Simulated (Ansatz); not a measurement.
# BH4NSSi: one species, many methods

An exercise on one series of results from a longer session: the logs are not shown, and one member is left open.

Method: functionals in def2-TZVPP, the program's frozen cores in correlated methods; program: Ansatz 0.2.0, Gaussian basis.

The runs, in order: LDA (SPW92), PBE-D4, revPBE-D4, BLYP-D4, r2SCAN-D4, B97M-V, PBE0-D4, B3LYP-D4, r2SCANh-D4, r2SCAN0-D4, HSE06-D4, BHLYP-D4, CAM-B3LYP-D4, LC-ωPBE, ωB97X-V, ωB97M-V, B2PLYP, PBE-QIDH; CCSD(T)/def2-SVP; CCSD(T)/def2-TZVPP; MP2/def2-QZVPP; extrapolation to the limit; RPA on PBE.

### The geometry

An earlier PBE0-D4 in a triple-zeta def2 set relaxation fixed the geometry.

8 atoms, charge 0, spin multiplicity 1.

Atoms are counted from 1 here; the program's logs count them from 0.

Bond lengths: S1–B2 1.781 Å, S1–H5 1.347 Å, B2–N3 1.387 Å, B2–Si4 1.921 Å, N3–Si4 1.750 Å, N3–H6 1.008 Å, Si4–H7 1.485 Å, Si4–H8 1.485 Å. Angles: B2–S1–H5 97.6°, S1–B2–N3 140.6°, S1–B2–Si4 158.0°, N3–B2–Si4 61.4°, B2–N3–Si4 74.5°, B2–N3–H6 138.0°, Si4–N3–H6 147.5°, B2–Si4–N3 44.1°, B2–Si4–H7 125.0°, B2–Si4–H8 125.0°, N3–Si4–H7 115.8°, N3–Si4–H8 115.8°, H7–Si4–H8 109.9°.

Set-up of the first run:

in.yaml reads:

```yaml
crystal:
  periodic: [false, false, false]
  atoms:
    - {symbol: S, position_ang: [-0.755611, 2.043501, -1.141934]}
    - {symbol: B, position_ang: [-0.297916, 0.516978, -0.345906]}
    - {symbol: N, position_ang: [0.762486, -0.059163, 0.337426]}
    - {symbol: Si, position_ang: [-0.481143, -1.289246, 0.283212]}
    - {symbol: H, position_ang: [0.389377, 2.714690, -0.911219]}
    - {symbol: H, position_ang: [1.689832, 0.199223, 0.636099]}
    - {symbol: H, position_ang: [-1.060512, -1.679801, 1.593472]}
    - {symbol: H, position_ang: [-0.154412, -2.503282, -0.506950]}
basis:
  gaussian: {orbitals: def2-TZVPP}
hamiltonian: {xc: lda}
output: {orbitals: {seedname: orbitals}}
```

Launch:

```bash
ansatz run in.yaml --threads 2 --pin off --events-out ev --progress --plain --max-ram 4352MiB
```

Steps of the session up to this table: LDA; PBE-D4 (GGA); revPBE-D4 (GGA); BLYP-D4 (GGA); r2SCAN-D4 (meta-GGA); B97M-V (meta-GGA); B3LYP-D4 (hybrid); r2SCANh-D4 (hybrid); r2SCAN0-D4 (hybrid); HSE06-D4 (hybrid); BHLYP-D4 (hybrid); CAM-B3LYP-D4 (range-separated); LC-ωPBE (range-separated); ωB97X-V (range-separated); ωB97M-V (range-separated); B2PLYP (double hybrid); PBE-QIDH (double hybrid).

One of the session's tables, all rows but one given; the rest of the session is left out.

It belongs to the step «Orbital energies across the functionals». 

| functional | HOMO (eV) | gap (eV) |
| --- | --- | --- |
| LDA (SPW92) | -6.24 | 4.91 |
| PBE-D4 | -6.14 | 4.98 |
| revPBE-D4 | -6.10 | 5.01 |
| BLYP-D4 | -6.00 | 4.95 |
| r2SCAN-D4 | -6.35 | 5.52 |
| B97M-V | -6.41 | 5.42 |
| PBE0-D4 | -7.24 | 6.91 |
| B3LYP-D4 | -7.04 | 6.49 |
| r2SCANh-D4 | ? | ? |
| r2SCAN0-D4 | -7.37 | 7.24 |
| HSE06-D4 | -6.84 | 6.14 |
| BHLYP-D4 | -8.23 | 8.74 |
| CAM-B3LYP-D4 | -8.52 | 9.17 |
| LC-ωPBE | -9.84 | 11.64 |
| ωB97X-V | -9.51 | 11.17 |
| ωB97M-V | -9.31 | 10.66 |

Q: Estimate the row for r2SCANh-D4 from the others.

Worked estimate for «HOMO (eV)». Against the share of exact exchange, r2SCAN-D4 (0, -6.35), r2SCAN0-D4 (0.25, -7.37) give a slope of -4.08 per unit share; at 0.1 the line stands at -6.76.

As computed: HOMO (eV): -6.76; gap (eV): 6.21. In «HOMO (eV)» the line misses by 0.00.
